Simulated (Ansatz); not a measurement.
A nudged elastic band was laid between two geometries of a periodic cell of 33 atoms, Al₃₂H (host Al, host structure fcc, interstitial H).

Level of theory: Ansatz 0.2.0, DFT PBE-D3(BJ), scalar-relativistic, plane waves, PAW. Settings: cutoff 420 eV, k mesh 3x3x3, gaussian smearing 0.15 eV, no spin polarisation.

```yaml
movable_images: 5
climbing_image: yes
spring: 2.0 eV/Å²
optimiser: fire
start_path: IDPP
force_threshold: 0.05 eV/Å
iteration_limit: 51
end_points: relaxed
```

Initial state:

```xyz
33
Lattice="8.1000 0.0000 0.0000 0.0000 8.1000 0.0000 0.0000 0.0000 8.1000" Properties=species:S:1:pos:R:3
Al 3.974 -0.077 0.075
Al 6.147 2.096 0.073
Al 6.070 0.002 2.017
Al -0.008 0.002 -0.005
Al 2.031 2.018 -0.005
Al 4.053 4.040 -0.005
Al 6.069 6.080 -0.005
Al 2.005 -0.008 2.044
Al 4.054 2.018 2.018
Al 6.079 4.066 2.043
Al 4.054 0.002 4.057
Al 6.070 2.018 4.057
Al 6.149 -0.076 6.000
Al 0.018 4.066 0.005
Al 2.005 6.054 0.005
Al 0.018 2.028 2.043
Al 2.024 4.047 2.025
Al 4.044 6.054 2.044
Al 0.018 -0.008 4.031
Al 2.006 2.028 4.031
Al 4.044 4.067 4.031
Al 6.080 6.054 4.031
Al 2.032 0.002 6.079
Al 3.976 2.097 6.001
Al 6.070 4.040 6.079
Al -0.001 6.073 2.024
Al -0.001 4.047 4.050
Al 2.024 6.073 4.050
Al -0.008 2.018 6.079
Al 2.005 4.067 6.069
Al 4.054 6.080 6.080
Al 0.018 6.054 6.069
H 5.061 1.007 7.087
```

Final state:

Only the atoms that move by more than 0.05 Å are listed.
```
Al1 4.124 -0.076 0.074
Al2 6.068 2.019 -0.005
Al5 1.952 2.097 0.073
Al13 6.068 0.003 6.079
Al23 1.950 -0.076 6.000
Al24 4.124 2.097 6.001
H33 3.037 1.009 7.086
```

Question: What changes between the two ends?

Answer: The atom that moves furthest is H33, by 2.02 Å; four of its nearest neighbours are Al1 1.88, Al13 1.88, Al24 1.88, Al2 1.88 Å at the first end and Al23 1.88, Al1 1.88, Al24 1.88, Al5 1.88 Å at the last.

Question: Give the energies along the band, and the barrier.

Answer: It converged. The highest image is number 4 of 0 to 6, 0.181 eV above the ends, which have the same energy within 2 meV. The profile has 2 maxima (images 2, 4) with wells between them (image 3): this band takes more than one step, which may be the mechanism or a detour left from its start path. By the program's own check the climbing image is of a kind that is not told: the force calls were inconclusive, a negative curvature could not be distinguished from the path's own, the only one lies far off the path, or fixed occupations may fill a level only in part (lowest curvatures found: -0.62 and 1.05 eV/Å²). Limits of this set-up: coarse k mesh, odd electron count without spin, a small cell, in which the defect meets its images.

```tsv
image	path coordinate (Å)	energy (eV)
0	0.00	0.000
1	0.60	0.144
2	1.21	0.161
3	1.85	0.127
4	2.54	0.181
5	3.00	0.104
6	3.46	0.000
```

Question: What is the geometry of the highest image?

Answer: 
```xyz
33
Lattice="8.1000 0.0000 0.0000 0.0000 8.1000 0.0000 0.0000 0.0000 8.1000" Properties=species:S:1:pos:R:3:forces:R:3
Al 4.098 -0.140 0.033 0.00 0.00 -0.01
Al 6.092 2.005 -0.019 0.00 0.00 0.00
Al 6.084 -0.027 2.013 0.00 0.00 0.00
Al 0.012 -0.027 -0.011 0.00 0.01 0.00
Al 1.907 2.050 0.026 0.00 0.00 0.00
Al 4.050 4.042 -0.019 0.00 0.01 0.00
Al 6.100 6.033 -0.015 0.00 0.00 0.00
Al 2.034 -0.012 2.017 0.00 0.00 0.00
Al 4.050 2.004 2.019 0.00 0.00 0.00
Al 6.082 4.037 2.013 0.00 0.00 0.00
Al 4.061 -0.024 4.043 0.00 0.00 0.00
Al 6.100 2.009 4.009 0.00 0.00 0.01
Al 6.083 -0.011 6.066 0.01 0.00 0.00
Al -0.021 4.056 -0.016 0.01 -0.01 0.00
Al 2.025 6.066 -0.010 0.00 0.00 0.00
Al -0.021 2.008 2.032 0.01 0.00 -0.01
Al 2.021 4.034 2.010 -0.01 0.00 0.00
Al 4.055 6.033 2.032 0.00 0.00 0.00
Al 0.003 -0.020 4.034 0.00 0.00 0.00
Al 2.025 2.013 4.042 0.00 0.00 0.00
Al 4.055 4.056 4.010 0.00 -0.01 0.00
Al 6.092 6.060 4.037 -0.01 0.00 0.00
Al 2.008 -0.041 6.035 0.00 0.00 0.00
Al 4.098 2.056 5.938 0.01 0.00 0.00
Al 6.084 4.037 6.049 0.00 0.00 0.00
Al 0.009 6.059 2.018 0.00 0.00 0.00
Al 0.009 4.041 4.036 0.00 0.00 0.00
Al 2.027 6.054 4.030 0.00 0.00 0.01
Al 0.012 2.013 6.050 0.00 0.00 0.01
Al 2.033 4.040 6.065 0.00 0.00 0.00
Al 4.061 6.066 6.052 0.00 0.00 0.00
Al 0.003 6.058 6.057 0.00 -0.01 -0.01
H 3.569 1.515 7.592 -0.01 0.00 0.01
```

Time of the run: 32 min on 4 threads of Intel(R) Xeon(R) Platinum 8375C CPU @ 2.90GHz (Ice Lake), on a shared host, peak memory 3.3 GiB.
